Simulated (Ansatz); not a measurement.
# LiCu: the cost of one run

Computed with Ansatz 0.2.0 (DFT PBEsol, scalar-relativistic, plane waves, PAW).

2 further runs of the same task are left out: 2 that didn't finish.

**1. The system as given**

Symmetry: P4/mmm, No. 123, tetragonal system. Conventional cell: a = 2.579 Å, b = 2.579 Å, c = 3.879 Å, α = 90.00°, β = 90.00°, γ = 90.00°. Around Li (site symmetry 4/mmm) lie 4 Li at 2.58 Å and 8 Cu at 2.66 Å. Cu (site symmetry 4/mmm) is surrounded by 4 Cu at 2.58 Å and 8 Li at 2.66 Å.

As a file:

```cif
data_structure
_symmetry_space_group_name_H-M 'P 1'
_symmetry_Int_Tables_number 1
_cell_length_a 2.5788
_cell_length_b 2.5788
_cell_length_c 3.8790
_cell_angle_alpha 90.000
_cell_angle_beta 90.000
_cell_angle_gamma 90.000
_cell_volume 25.80
loop_
_atom_site_label
_atom_site_type_symbol
_atom_site_fract_x
_atom_site_fract_y
_atom_site_fract_z
_atom_site_occupancy
Li1 Li 0.50000 0.50000 0.50000 1
Cu1 Cu 0.00000 0.00000 0.00000 1
```

The cell was relaxed beforehand at this level, from a database cell with other species swapped in; it needn't be the stable form of this composition. At a tolerance of 0.05 Å it has space group P4/mmm (No. 123); it has 12.90 Å³/atom, an uncorrected energy of -0.02 eV/atom over the elements and, on its mesh, gap none (metal).

**2. The same geometry with PBEsol**

Contents of input.yaml:

```yaml
crystal:
  lattice:
    - [2.5788216528, 0.0, 0.0]
    - [0.0, 2.5788216528, 0.0]
    - [0.0, 0.0, 3.8789831684]
  atoms:
    - { symbol: Li, position: [0.5, 0.5, 0.5] }
    - { symbol: Cu, position: [0.0, 0.0, 0.0] }
basis:
  ecutwfc: 420
kpoints:
  mp_grid: { grid: [20, 20, 16] }
  band_path:
    path:
      - [[0.0, 0.0, 0.0], [0.0, 0.5, 0.0], [0.5, 0.5, 0.0], [0.0, 0.0, 0.0], [0.0, 0.0, 0.5], [0.0, 0.5, 0.5], [0.5, 0.5, 0.5], [0.0, 0.0, 0.5]]
      - [[0.0, 0.5, 0.0], [0.0, 0.5, 0.5]]
      - [[0.5, 0.5, 0.0], [0.5, 0.5, 0.5]]
    npoints: 14
hamiltonian:
  xc: pbesol
scf:
  occupations: { method: gaussian, width: 0.1 }
  n_extra_bands: 6
output:
  forces: true
  stress: true
  eigenvalues: true
  populations: true
  dos: { projected: true, de: 0.02, nscf_kmesh: { grid: [24, 24, 20] } }
  bader: true
  write_density: true
  write_potential: true
  elf: true
  volumetric_format: npy
```

Started as:

```sh
ansatz run input.yaml --threads 1 --pin off --max-ram 2048MiB --backend cpu --events-out ev --progress --plain --runs-dir out
```

Q: Estimate wall time and peak memory on 1 thread of Arm Neoverse V1, shared host.

About 40 s, with a peak of 0.54 GiB.
